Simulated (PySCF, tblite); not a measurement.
# C8H10O2P−: infrared bands and NMR shifts

Aim: predict the infrared bands and NMR shifts of C8H10O2P− (`Cc1cccc([P@](C)(=O)[O-])c1`).

Computed with tblite 0.8.0 and PySCF 2.14.0, with density-fitted response routines of our own, on a single molecule in the gas phase. Atoms are numbered from 0 throughout.

## 1. The starting structure

21 atoms, charge -1, multiplicity 1; geometry from: GFN2-xTB.

Bonds of the start (Å): C0–C1 1.50, C1–C2 1.39, C2–C3 1.39, C3–C4 1.38, C4–C5 1.38, C5–P6 1.85, P6–C7 1.87, P6–O8 1.49, P6–O9 1.49, C5–C10 1.38, C10–C1 1.39, C0–H11 1.09, C0–H12 1.09, C0–H13 1.09, C2–H14 1.08, C3–H15 1.08, C4–H16 1.08, C7–H17 1.09, C7–H18 1.09, C7–H19 1.09, C10–H20 1.08.

## 2. Vibrational analysis with GFN2-xTB

The job: settings as JSON, then the geometry in Å.

```
{"job": {"kind": "ir", "xc": "GFN2-xTB", "basis": "xTB"}, "charge": -1, "multiplicity": 1}
C     -2.785501    -1.345503    -0.272834
C     -1.714605    -0.299754    -0.124331
C     -2.025108     0.972587     0.339426
C     -1.040478     1.941865     0.444960
C      0.263192     1.646938     0.090942
C      0.589367     0.380953    -0.363960
P      2.331107    -0.032785    -0.827676
C      2.896248    -0.621466     0.856369
O      3.062227     1.215012    -1.186824
O      2.332260    -1.180588    -1.778331
C     -0.400114    -0.578993    -0.470947
H     -3.208972    -1.309617    -1.278572
H     -3.593914    -1.184074     0.439890
H     -2.372942    -2.341067    -0.120053
H     -3.046685     1.208665     0.616553
H     -1.300214     2.930936     0.804055
H      1.046423     2.388043     0.153315
H      3.941715    -0.907726     0.748135
H      2.320558    -1.485320     1.178813
H      2.816750     0.173300     1.593825
H     -0.120234    -1.554464    -0.843227
```

**Question.** This job is followed by: GIAO PBE0/pcSseg-1 NMR shielding, non-relativistic, gas phase. Predict these results of the whole session: strongest single infrared mode (GFN2-xTB); zero-point energy (GFN2-xTB); 13C shifts against TMS (PBE0/pcSseg-1); 1H shifts against TMS (PBE0/pcSseg-1, means over atoms taken as alike); 31P shifts against H3PO4 (PBE0/pcSseg-1); 17O shifts against H2O (PBE0/pcSseg-1, means over atoms taken as alike).

The runs gave:

| quantity | value |
| --- | --- |
| strongest single infrared mode (GFN2-xTB) | 1089 cm⁻¹, 233 km/mol |
| zero-point energy (GFN2-xTB) | 99.8 kcal/mol |
| 13C shifts against TMS (PBE0/pcSseg-1) | 160.8, 138.2, 136.2, 135.0, 129.3, 128.1, 25.9, 24.6 ppm |
| 1H shifts against TMS (PBE0/pcSseg-1, means over atoms taken as alike) | 8.14, 8.00, 7.06, 6.81, 2.29, 0.42 ppm |
| 31P shifts against H3PO4 (PBE0/pcSseg-1) | -12.1 ppm |
| 17O shifts against H2O (PBE0/pcSseg-1, means over atoms taken as alike) | 145.6 ppm |

In words: No mode is imaginary among the 57: a minimum at this level. The strongest single mode, at 1089 cm⁻¹, is carried by O9, O8, P6. GFN2-xTB is a fitted tight-binding method: band positions and strengths are rough. Its intensities can rank the bands wrongly. At PBE0/pcSseg-1: The largest span, 301 ppm, is at P6, where the paramagnetic term is -633 ppm. NICS(1)zz of -28 ppm above the planar ring from C1 marks a diatropic (aromatic) ring current.
